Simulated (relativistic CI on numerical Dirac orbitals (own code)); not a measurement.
# Pt: one ion under different settings

Aim: see what numerical and physical settings do to the SCF, the total energy and the lowest levels of Pt.

The numbers are computed with relativistic CI on numerical Dirac orbitals (own code) version 3 (Dirac-Coulomb-Breit CI, KLI orbitals optimised for each configuration, model QED (radiative potential, 1s self-energy scaled to tabulated hydrogen-like ionisation energies), numerical settings as typed), except any that are marked as measured or tabulated.

**1. The system**

- ion: Pt (Pt I)
- nuclear charge: 78
- electrons: 78
- isotope: A = 195

**2. Usual settings**

Input settings:

```ini
atom Pt  Z=78  charge=0  electrons=78
nucleus A=195  rms_radius_fm=5.4270
hamiltonian dirac-coulomb  breit=on  qed=on  c_scale=1
orbitals kli  potential=per-configuration
slater_scale 1
correlation none
mixing on
grid step=0.0125 r_max=259.4
scf mixing=0.4 start=green max_iterations=150 tolerance=2e-08 node_fill=0.05
configurations
  [Xe] 4f14 5d9 6s
end
```

On the command line:

```bash
$ python run_levels.py task.json out
```

The settings of every run stand in task.json; they run in order.

**3. Node fill 0, start potential thomas-fermi**

Settings: those of step 2 with these lines changed.

```diff
@@ -8,3 +8,3 @@
 grid step=0.0125 r_max=259.4
-scf mixing=0.4 start=green max_iterations=150 tolerance=2e-08 node_fill=0.05
+scf mixing=0.4 start=thomas-fermi max_iterations=150 tolerance=2e-08 node_fill=0
 configurations
```

**4. Node fill 0.01**

Settings: those of step 3 with these lines changed.

```diff
@@ -8,3 +8,3 @@
 grid step=0.0125 r_max=259.4
-scf mixing=0.4 start=thomas-fermi max_iterations=150 tolerance=2e-08 node_fill=0
+scf mixing=0.4 start=green max_iterations=150 tolerance=2e-08 node_fill=0.01
 configurations
```

**5. Nuclear radius 5.9697, start potential thomas-fermi, tolerance 1e-06**

Input settings:

```ini
atom Pt  Z=78  charge=0  electrons=78
nucleus A=195  rms_radius_fm=5.9697
hamiltonian dirac-coulomb  breit=on  qed=on  c_scale=1
orbitals kli  potential=per-configuration
slater_scale 1
correlation none
mixing on
grid step=0.0125 r_max=259.4
scf mixing=0.4 start=thomas-fermi max_iterations=150 tolerance=1e-06 node_fill=0.05
configurations
  [Xe] 4f14 5d9 6s
end
```

**6. Nuclear radius 7.0551, grid step 0.04**

Input settings:

```ini
atom Pt  Z=78  charge=0  electrons=78
nucleus A=195  rms_radius_fm=7.0551
hamiltonian dirac-coulomb  breit=on  qed=on  c_scale=1
orbitals kli  potential=per-configuration
slater_scale 1
correlation none
mixing on
grid step=0.04 r_max=259.4
scf mixing=0.4 start=green max_iterations=150 tolerance=2e-08 node_fill=0.05
configurations
  [Xe] 4f14 5d9 6s
end
```

**7. Slater scale -1**

Input settings:

```ini
atom Pt  Z=78  charge=0  electrons=78
nucleus A=195  rms_radius_fm=5.4270
hamiltonian dirac-coulomb  breit=on  qed=on  c_scale=1
orbitals kli  potential=per-configuration
slater_scale -1
correlation none
mixing on
grid step=0.0125 r_max=259.4
scf mixing=0.4 start=green max_iterations=90 tolerance=2e-08 node_fill=0.05
configurations
  [Xe] 4f14 5d9 6s
end
```

(Steps that only read results are left out.)

**Question.** What will these runs give? Wanted: lowest level, usual settings; total energy; first excitation.

The runs gave:

| setting | total energy less usual (Ha) | largest shift of a level among the lowest eight of both runs, same label and place (cm⁻¹) | SCF iterations | time | lowest level | kind of change |
| --- | --- | --- | --- | --- | --- | --- |
| usual | 0 | 0 | 17 | 0.17 s | 5d9 6s 3D3 | - |
| node fill 0, start potential thomas-fermi | 0.00929 | 210 | 14 | 0.15 s | 5d9 6s 3D3 | numerical |
| node fill 0.01 | 0.00688 | 167 | 18 | 0.19 s | 5d9 6s 3D3 | numerical |
| nuclear radius 5.9697, start potential thomas-fermi, tolerance 1e-06 | 0.635 | 1.01 | 14 | 0.16 s | 5d9 6s 3D3 | unphysical constant |
| nuclear radius 7.0551, grid step 0.04 | 2.01 | 3.25 | 18 | 0.064 s | 5d9 6s 3D3 | unphysical constant |
| Slater scale -1 | -0.00794 | 1580 | 17 | 0.17 s | 5d9 6s 1D2 | unsound |

| quantity | value |
| --- | --- |
| lowest level, usual settings | 5d9 6s 3D3 |
| total energy | -18400.0083 Ha |
| first excitation | 3388.8 cm⁻¹ |

In words: The lowest level changes under «Slater scale -1». Among the runs whose levels can be followed, they move most under «Slater scale -1» (unsound), by up to 1580 cm⁻¹. Only the listed configurations are in the model. Near neutrality, missing correlation can shift configurations against each other by thousands of cm⁻¹.
